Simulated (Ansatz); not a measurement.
Working through harmonic frequencies at the relaxed geometry of ClH5SiSn, SMILES Cl[SiH2][SnH3]

With Ansatz 0.2.0, Python API.

Input file `clh5sisn.xyz`:
```text
8

Cl   -2.29330    1.34000   -0.26160
Si   -0.66760    0.37510   -1.01850
Sn    0.70340   -0.44190    0.88830
H    -1.02510   -0.75620   -1.83490
H     0.13380    1.28860   -1.86410
H    -0.21490   -1.51790    1.88660
H     2.16650   -1.28350    0.28510
H     1.28930    0.93870    1.86330
```

Notebook, run cell by cell (the value of a cell's last expression is shown):

```python
import itertools

import ansatz as az
from ase import Atoms
from ase.data import atomic_numbers, covalent_radii
from ase.thermochemistry import IdealGasThermo
import numpy as np
```

```python
params = {
    'basis': 'def2-SVP',
    'xc': 'b3lyp',
}
```

```python
mol = az.Crystal.molecule_from_extxyz('clh5sisn.xyz')
```

```python
model = (
    mol.calculation()
    .basis(gaussian=params['basis'])
    .functional(params['xc'])
)
symbols = [site.symbol for site in mol.cartesian_sites]
start = np.array([site.position_ang for site in mol.cartesian_sites], dtype=float)
r = model.relax(force_tolerance=0.003).run(threads=1).report
end = np.array(r['positions_ang'])
```

    

```python
# pairs closer than 1.2 times the sum of covalent radii, before or after
radius = [covalent_radii[atomic_numbers[s]] for s in symbols]
span = lambda where, i, j: np.linalg.norm(where[i] - where[j])
bonded = [(i, j) for i, j in itertools.combinations(range(len(symbols)), 2) if min(span(start, i, j), span(end, i, j)) < 1.2 * (radius[i] + radius[j])]
print('pair        before    after (A)')
for i, j in bonded:
    print(f'{symbols[i]}{i}-{symbols[j]}{j}'.ljust(10), f'{span(start, i, j):8.4f} {span(end, i, j):8.4f}')
```

    pair        before    after (A)
    Cl0-Si1      2.0364   2.0940
    Si1-Sn2      2.4866   2.5935
    Si1-H3       1.4402   1.4906
    Si1-H4       1.4805   1.4906
    Sn2-H5       1.7314   1.7187
    Sn2-H6       1.7924   1.7221
    Sn2-H7       1.7888   1.7188

```python
# same settings at the minimum
minimum = az.Crystal.molecule()
for symbol, place in zip(symbols, end):
    minimum = minimum.atom(symbol, place.tolist())
vibrating = minimum.calculation()
vibrating = vibrating.basis(gaussian=params['basis'])
vibrating = vibrating.functional(params['xc'])
vibrating = vibrating.phonons(temperatures=(298.15, 498.15, 100))
vib = vibrating.run(threads=1).report['vibrations']
sums = vib['harmonic_sums']
modes = [m['omega_inv_cm'] for m in sums['modes_at_gamma'] if m['rigid_motion'] == 'no']
for number, w in enumerate(modes, start=1):
    print(f'mode {number:2d} {w:9.1f} 1/cm {w / 8065.544 * 1000:8.2f} meV')
print('imaginary modes:', sum(w < 0 for w in modes), ' zero-point energy:', round(sums['zero_point_energy_ev'], 4), 'eV')
# rigid rotor and ideal gas, symmetry number taken as one
gas = IdealGasThermo(vib_energies=[w / 8065.544 for w in modes if w > 0], geometry='linear' if len(modes) == 3 * len(symbols) - 5 else 'nonlinear',
                     atoms=Atoms(symbols, positions=end), symmetrynumber=1, spin=0.0)
print(f'H(298 K) - E = {gas.get_enthalpy(298.15, verbose=False):.4f} eV')
print(f'S(298 K, 1 bar) = {96485.33 * gas.get_entropy(298.15, 1e5, verbose=False):.1f} J/(mol K) with symmetry number 1')
```

    mode  1      72.0 1/cm     8.93 meV
    mode  2      94.3 1/cm    11.69 meV
    mode  3     290.9 1/cm    36.07 meV
    mode  4     320.2 1/cm    39.70 meV
    mode  5     396.6 1/cm    49.17 meV
    mode  6     510.0 1/cm    63.23 meV
    mode  7     529.3 1/cm    65.63 meV
    mode  8     666.5 1/cm    82.64 meV
    mode  9     696.6 1/cm    86.36 meV
    mode 10     725.3 1/cm    89.93 meV
    mode 11     727.0 1/cm    90.14 meV
    mode 12     827.8 1/cm   102.63 meV
    mode 13     945.3 1/cm   117.20 meV
    mode 14    1888.9 1/cm   234.19 meV
    mode 15    1902.4 1/cm   235.87 meV
    mode 16    1907.0 1/cm   236.44 meV
    mode 17    2215.8 1/cm   274.73 meV
    mode 18    2226.8 1/cm   276.08 meV
    imaginary modes: 0  zero-point energy: 1.0503 eV
    H(298 K) - E = 1.2527 eV
    S(298 K, 1 bar) = 350.1 J/(mol K) with symmetry number 1

Reading the output:
- The settings weren't tested for convergence.
- The frequencies are harmonic and unscaled, in a modest basis. The result belongs to the one conformer reached from this start, and soft torsions count as harmonic oscillators.
- def2 sets replace the cores of elements past krypton by effective core potentials.
- b3lyp holds the VWN-RPA fit, as in Gaussian; the form of ORCA and Turbomole is b3lyp5.
- The entropy takes a symmetry number of 1; a symmetric molecule's is lower by R ln(sigma).
- Hardware and time: 2.4 min on 1 thread of Arm Neoverse V2, on a shared host, peak memory 0.32 GiB.

(Lines on the test bed's own set-up are left out of the output.)
